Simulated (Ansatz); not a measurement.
**Alloy of InAs and InSb (12 of 64 As sites exchanged), 128 atoms**

Aim: relax the alloy cell and compare the gap by PBEsol and r²SCAN.

Method: density functional theory in Ansatz 0.2.0, PAW datasets, plane waves.

### Step 1. The starting cell

128 atoms (64 In, 52 As, 12 Sb); a = 17.450 Å, b = 17.450 Å, c = 17.450 Å, α = 60.00°, β = 60.00°, γ = 60.00°. All atoms were shaken off their sites by about 0.02 Å along each axis; atoms next to an added one may be pushed further to make room.

Plan of the steps: (2) PBEsol cell relaxation at the single k point (½, ½, ½), on 1 × NVIDIA GB300 Max-Q with 8 threads of Arm Neoverse-V2; (3) r²SCAN single point at the Γ point alone, on 1 × NVIDIA GB300 Max-Q with 8 threads of Arm Neoverse-V2.

### Step 2. Relaxing cell and atoms with PBEsol

File in.yaml:

```yaml
crystal:
  lattice:
    - [0.000000, 12.339119, 12.339119]
    - [12.339119, 0.000000, 12.339119]
    - [12.339119, 12.339119, 0.000000]
  atoms:
    - { symbol: In, position: [0.999654, 0.001289, 0.000698] }
    - { symbol: In, position: [0.501172, 0.998386, 0.000758] }
    - { symbol: In, position: [0.000094, 0.498960, 0.001790] }
    - { symbol: In, position: [0.000796, 0.998523, 0.499721] }
    - { symbol: In, position: [0.248828, 0.251626, 0.251313] }
    - { symbol: In, position: [0.496688, 0.500565, 0.002399] }
    - { symbol: In, position: [0.498888, 0.002384, 0.499388] }
    - { symbol: In, position: [0.749484, 0.250643, 0.249460] }
    - { symbol: In, position: [0.999555, 0.500860, 0.499055] }
    - { symbol: In, position: [0.250441, 0.751226, 0.247679] }
    - { symbol: In, position: [0.249598, 0.251628, 0.750076] }
    - { symbol: In, position: [0.499991, 0.498863, 0.500055] }
    - { symbol: In, position: [0.750302, 0.750960, 0.249826] }
    - { symbol: In, position: [0.748647, 0.252382, 0.749415] }
    - { symbol: In, position: [0.249499, 0.750967, 0.751091] }
    - { symbol: In, position: [0.750167, 0.748472, 0.750386] }
    - { symbol: In, position: [0.000143, 0.002190, 0.251042] }
    - { symbol: In, position: [0.249939, 0.249303, 0.000194] }
    - { symbol: In, position: [0.499053, 0.997940, 0.250710] }
    - { symbol: In, position: [0.750725, 0.249715, 0.000156] }
    - { symbol: In, position: [0.999199, 0.500251, 0.248827] }
    - { symbol: In, position: [0.249278, 0.748511, 0.001129] }
    - { symbol: In, position: [0.999361, 0.000155, 0.751479] }
    - { symbol: In, position: [0.250897, 0.249491, 0.496745] }
    - { symbol: In, position: [0.497729, 0.499643, 0.250404] }
    - { symbol: In, position: [0.751661, 0.749645, 0.997774] }
    - { symbol: In, position: [0.499463, 0.999292, 0.749878] }
    - { symbol: In, position: [0.748969, 0.250177, 0.500752] }
    - { symbol: In, position: [0.999772, 0.501017, 0.750032] }
    - { symbol: In, position: [0.251438, 0.749891, 0.500741] }
    - { symbol: In, position: [0.497110, 0.500519, 0.751160] }
    - { symbol: In, position: [0.749472, 0.749932, 0.499664] }
    - { symbol: In, position: [0.001003, 0.248842, 0.001660] }
    - { symbol: In, position: [0.251665, 0.001058, 0.247924] }
    - { symbol: In, position: [0.497811, 0.251821, 0.000601] }
    - { symbol: In, position: [0.748801, 0.000307, 0.248219] }
    - { symbol: In, position: [0.999253, 0.751409, 0.998897] }
    - { symbol: In, position: [0.000043, 0.250984, 0.498066] }
    - { symbol: In, position: [0.250513, 0.500069, 0.250358] }
    - { symbol: In, position: [0.499687, 0.749208, 0.999758] }
    - { symbol: In, position: [0.251215, 0.000480, 0.749398] }
    - { symbol: In, position: [0.497203, 0.250441, 0.500020] }
    - { symbol: In, position: [0.749820, 0.500338, 0.247299] }
    - { symbol: In, position: [0.751574, 0.999103, 0.750425] }
    - { symbol: In, position: [0.998047, 0.750050, 0.501662] }
    - { symbol: In, position: [0.249099, 0.499822, 0.751384] }
    - { symbol: In, position: [0.501808, 0.745405, 0.502633] }
    - { symbol: In, position: [0.749535, 0.502839, 0.747732] }
    - { symbol: In, position: [0.249503, 0.999826, 0.001300] }
    - { symbol: In, position: [0.750201, 0.001641, 0.997673] }
    - { symbol: In, position: [0.000370, 0.250305, 0.249125] }
    - { symbol: In, position: [0.250342, 0.497933, 0.000475] }
    - { symbol: In, position: [0.247073, 0.001357, 0.501153] }
    - { symbol: In, position: [0.500929, 0.251268, 0.248333] }
    - { symbol: In, position: [0.750697, 0.498134, 0.000054] }
    - { symbol: In, position: [0.749935, 0.999115, 0.500403] }
    - { symbol: In, position: [0.997975, 0.749099, 0.253317] }
    - { symbol: In, position: [0.000295, 0.248624, 0.750180] }
    - { symbol: In, position: [0.249042, 0.500681, 0.500858] }
    - { symbol: In, position: [0.499268, 0.750974, 0.249466] }
    - { symbol: In, position: [0.499968, 0.248918, 0.750499] }
    - { symbol: In, position: [0.751729, 0.500711, 0.499608] }
    - { symbol: In, position: [0.000945, 0.750427, 0.749424] }
    - { symbol: In, position: [0.501450, 0.749301, 0.750466] }
    - { symbol: As, position: [0.065418, 0.061078, 0.062269] }
    - { symbol: As, position: [0.563979, 0.060740, 0.063317] }
    - { symbol: As, position: [0.059161, 0.564428, 0.063574] }
    - { symbol: As, position: [0.061638, 0.063410, 0.564283] }
    - { symbol: As, position: [0.311964, 0.311744, 0.311208] }
    - { symbol: As, position: [0.562226, 0.562835, 0.061907] }
    - { symbol: As, position: [0.812563, 0.311352, 0.312059] }
    - { symbol: As, position: [0.062440, 0.563283, 0.560796] }
    - { symbol: As, position: [0.312886, 0.314091, 0.809825] }
    - { symbol: As, position: [0.563517, 0.561964, 0.564340] }
    - { symbol: As, position: [0.813147, 0.813017, 0.311292] }
    - { symbol: As, position: [0.810895, 0.313872, 0.814410] }
    - { symbol: As, position: [0.312572, 0.811856, 0.814492] }
    - { symbol: As, position: [0.315608, 0.312761, 0.059913] }
    - { symbol: As, position: [0.562310, 0.064535, 0.310763] }
    - { symbol: As, position: [0.812263, 0.314061, 0.062678] }
    - { symbol: As, position: [0.062550, 0.561741, 0.313548] }
    - { symbol: As, position: [0.564239, 0.561454, 0.312299] }
    - { symbol: As, position: [0.815368, 0.811369, 0.061771] }
    - { symbol: As, position: [0.812816, 0.311937, 0.562265] }
    - { symbol: As, position: [0.061459, 0.563168, 0.812486] }
    - { symbol: As, position: [0.562728, 0.560645, 0.813066] }
    - { symbol: As, position: [0.813128, 0.812370, 0.562207] }
    - { symbol: As, position: [0.065568, 0.312640, 0.061480] }
    - { symbol: As, position: [0.311740, 0.061799, 0.313979] }
    - { symbol: As, position: [0.813250, 0.065313, 0.312050] }
    - { symbol: As, position: [0.061436, 0.812314, 0.063350] }
    - { symbol: As, position: [0.061598, 0.313200, 0.563542] }
    - { symbol: As, position: [0.562239, 0.813757, 0.063551] }
    - { symbol: As, position: [0.311922, 0.063888, 0.811421] }
    - { symbol: As, position: [0.563800, 0.311964, 0.563188] }
    - { symbol: As, position: [0.816046, 0.562919, 0.310601] }
    - { symbol: As, position: [0.812531, 0.060934, 0.812367] }
    - { symbol: As, position: [0.061064, 0.813371, 0.564026] }
    - { symbol: As, position: [0.314273, 0.564088, 0.810612] }
    - { symbol: As, position: [0.562031, 0.811160, 0.563989] }
    - { symbol: As, position: [0.812949, 0.561609, 0.811966] }
    - { symbol: As, position: [0.314983, 0.058824, 0.061968] }
    - { symbol: As, position: [0.811171, 0.064475, 0.059330] }
    - { symbol: As, position: [0.061431, 0.311708, 0.311679] }
    - { symbol: As, position: [0.311047, 0.562578, 0.061381] }
    - { symbol: As, position: [0.309923, 0.063237, 0.564083] }
    - { symbol: As, position: [0.563852, 0.312663, 0.310043] }
    - { symbol: As, position: [0.813161, 0.561740, 0.061947] }
    - { symbol: As, position: [0.812422, 0.060003, 0.564690] }
    - { symbol: As, position: [0.060844, 0.813463, 0.314095] }
    - { symbol: As, position: [0.062481, 0.314001, 0.812162] }
    - { symbol: As, position: [0.562027, 0.812262, 0.312662] }
    - { symbol: As, position: [0.562279, 0.311609, 0.811917] }
    - { symbol: As, position: [0.811835, 0.563780, 0.561031] }
    - { symbol: As, position: [0.062636, 0.810168, 0.813912] }
    - { symbol: As, position: [0.562798, 0.814237, 0.811338] }
    - { symbol: Sb, position: [0.559218, 0.064713, 0.562147] }
    - { symbol: Sb, position: [0.312267, 0.814167, 0.313740] }
    - { symbol: Sb, position: [0.810943, 0.813421, 0.809812] }
    - { symbol: Sb, position: [0.060177, 0.062781, 0.311772] }
    - { symbol: Sb, position: [0.316098, 0.810039, 0.061469] }
    - { symbol: Sb, position: [0.062988, 0.063949, 0.812274] }
    - { symbol: Sb, position: [0.309782, 0.315398, 0.562757] }
    - { symbol: Sb, position: [0.562017, 0.062387, 0.811665] }
    - { symbol: Sb, position: [0.312478, 0.813951, 0.562554] }
    - { symbol: Sb, position: [0.563619, 0.313588, 0.063818] }
    - { symbol: Sb, position: [0.312948, 0.563240, 0.309888] }
    - { symbol: Sb, position: [0.312628, 0.561859, 0.562059] }
kpoints:
  mp_grid: { grid: [1, 1, 1], shift: [0.5, 0.5, 0.5] }
hamiltonian:
  xc: pbesol
scf:
  occupations: { method: fermi_dirac, width: 0.01 }
relax:
  f_tol: 0.03
  max_steps: 80
  escape_saddle: false
  adjacent_minimum: "off"
  cell: { fix: [shape] }
output:
  forces: true
  eigenvalues: true
  populations: true
```

Command:

```
> ansatz run in.yaml --threads 8 --pin off --max-ram 118750MiB --runs-dir r --events-out ev --progress --plain --backend cuda --devices 0,
```

The runs that follow: Single point with r²SCAN.

**Question.** What will these runs give? Wanted: for each run, top filled to lowest empty.

The runs gave:

```
             level        time  top filled to lowest empty (eV)
PBEsol, relaxation  21 s (GPU)                             0.77
            r²SCAN  24 s (GPU)                             none
```

```
     quantity                                                                         value
   relaxation                                              5 recorded steps, 3.47 eV gained
largest shift                                                                 0.22 Å (In42)
 relaxed cell  a = 17.445 Å, b = 17.445 Å, c = 17.445 Å, α = 60.00°, β = 60.00°, γ = 60.00°
   mean bonds                                                    As–In 2.647, In–Sb 2.780 Å
```

**In words.** Relaxation gains 3.47 eV, with shifts up to 0.22 Å (In42), while the volume changes by -0.1 %. Part of this undoes the random shake of the start. The mean lengths of the listed bonds run from As–In 2.65 Å to In–Sb 2.78 Å. No spin–orbit coupling is included; with elements this heavy it would shift the edges. With one k point the spacing samples only the states that fold onto it, so it can exceed the gap over the zone.
